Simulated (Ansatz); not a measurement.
# Zr3Sb4: the cost of one run

Computed with Ansatz 0.2.0 (DFT PBE, scalar-relativistic, plane waves, PAW, unless a step's input says otherwise).

### Step 1. The structure to begin with

Symmetry: P-43m, No. 215, cubic system. The conventional cell has a = 5.725 Å, b = 5.725 Å, c = 5.725 Å, α = 90.00°, β = 90.00°, γ = 90.00°. Around Zr (site symmetry -42m) lie 4 Sb at 2.61 Å. Sb (site symmetry 3m) is surrounded by 3 Zr at 2.61 Å.

Coordinates:

```xyz
7
Lattice="5.7252 0.0000 0.0000 0.0000 5.7252 0.0000 0.0000 0.0000 5.7252" Properties=species:S:1:pos:R:3 pbc="T T T"
Zr    0.0000    0.0000    2.8626
Zr    2.8626    0.0000    0.0000
Zr    0.0000    2.8626    0.0000
Sb    1.6276    4.0975    1.6276
Sb    4.0975    1.6276    1.6276
Sb    1.6276    1.6276    4.0975
Sb    4.0975    4.0975    4.0975
```

The cell is invented: species swapped into a database cell of Sn3As4 (P-43m, No. 215), with Zr on the Sn sites and Sb on the As sites. The dimensions are guesses.

### Step 2. Probe: one point on a coarse mesh

Input file input.yaml:

```yaml
crystal:
  lattice:
    - [5.72515687, 0.0, 0.0]
    - [0.0, 5.72515687, 0.0]
    - [0.0, 0.0, 5.72515687]
  atoms:
    - { symbol: Zr, position: [0.0, 0.0, 0.5] }
    - { symbol: Zr, position: [0.5, 0.0, 0.0] }
    - { symbol: Zr, position: [0.0, 0.5, 0.0] }
    - { symbol: Sb, position: [0.28429461, 0.71570539, 0.28429461] }
    - { symbol: Sb, position: [0.71570539, 0.28429461, 0.28429461] }
    - { symbol: Sb, position: [0.28429461, 0.28429461, 0.71570539] }
    - { symbol: Sb, position: [0.71570539, 0.71570539, 0.71570539] }
basis:
  ecutwfc: 420
kpoints:
  mp_grid: { grid: [4, 4, 4] }
hamiltonian:
  xc: pbe
scf:
  occupations: { method: gaussian, width: 0.1 }
  lower_state_search: "off"
output:
  forces: true
  stress: true
  eigenvalues: true
```

Started as:

```sh
$ ansatz run input.yaml --threads 1 --pin off --max-ram 2048MiB --backend cpu --events-out ev --progress --plain --runs-dir out
```

What time and memory should one allow on 1 thread of Intel Xeon 6975P-C (Granite Rapids), shared host?

About 3.6 s, with a peak of 0.44 GiB.
